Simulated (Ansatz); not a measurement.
# CH6GeOSi: the cost of one run

Program: Ansatz 0.2.0. Level of theory: RKS PBE-D4/def2-SVP. These are calculated values, not measurements.

### 1 The structure to begin with

Bond lengths: C1–Ge2 1.890 Å, Ge2–O3 1.781 Å, Ge2–Si4 2.384 Å, O3–Si4 1.757 Å, C1–H5 1.126 Å, C1–H6 1.167 Å, C1–H7 1.089 Å, Ge2–H8 1.514 Å, Si4–H9 1.476 Å, Si4–H10 1.427 Å. Angles (14 of 19 angles, heavy atoms first): C1–Ge2–O3 106.9°, C1–Ge2–Si4 114.7°, O3–Ge2–Si4 47.2°, Ge2–O3–Si4 84.7°, Ge2–Si4–O3 48.1°, C1–Ge2–H8 121.5°, O3–Ge2–H8 107.4°, Si4–Ge2–H8 123.4°, Ge2–C1–H5 112.7°, Ge2–C1–H6 110.5°, Ge2–C1–H7 112.9°, Ge2–Si4–H9 113.4°, Ge2–Si4–H10 114.0°, O3–Si4–H9 112.2°.

Coordinates:

```xyz
10

C    -1.3377    0.3498   -0.9100
Ge   -0.4327   -0.5031    0.5136
O     1.1091   -1.1091   -0.1413
Si    1.8323    0.1809    0.8081
H    -0.8106    1.2790   -1.2666
H    -2.3859    0.7260   -0.5603
H    -1.4784   -0.3004   -1.7724
H    -1.0696   -1.6355    1.2908
H     2.4385   -0.3181    2.0578
H     2.2182    1.2791   -0.0168
```

### 2 Relaxing end A

The input, input.yaml:

```yaml
crystal:
  periodic: [false, false, false]
  atoms:
    - { symbol: C, position_ang: [-1.3377, 0.3498, -0.91] }
    - { symbol: Ge, position_ang: [-0.4327, -0.5031, 0.5136] }
    - { symbol: O, position_ang: [1.1091, -1.1091, -0.1413] }
    - { symbol: Si, position_ang: [1.8323, 0.1809, 0.8081] }
    - { symbol: H, position_ang: [-0.8106, 1.279, -1.2666] }
    - { symbol: H, position_ang: [-2.3859, 0.726, -0.5603] }
    - { symbol: H, position_ang: [-1.4784, -0.3004, -1.7724] }
    - { symbol: H, position_ang: [-1.0696, -1.6355, 1.2908] }
    - { symbol: H, position_ang: [2.4385, -0.3181, 2.0578] }
    - { symbol: H, position_ang: [2.2182, 1.2791, -0.0168] }
basis:
  gaussian: { orbitals: def2-SVP }
hamiltonian:
  xc: pbe
  dispersion: d4
relax:
  f_tol: 0.02
  max_steps: 50
```

Started as:

```console
ansatz run input.yaml --threads 2 --pin off --max-ram 3072MiB --backend cpu --events-out ev --progress --plain --runs-dir out
```

**Question.** How long does this run take on 2 threads of Arm Neoverse V1, shared host, and how much memory does it need?

About 17 s, with a peak of 0.15 GiB.
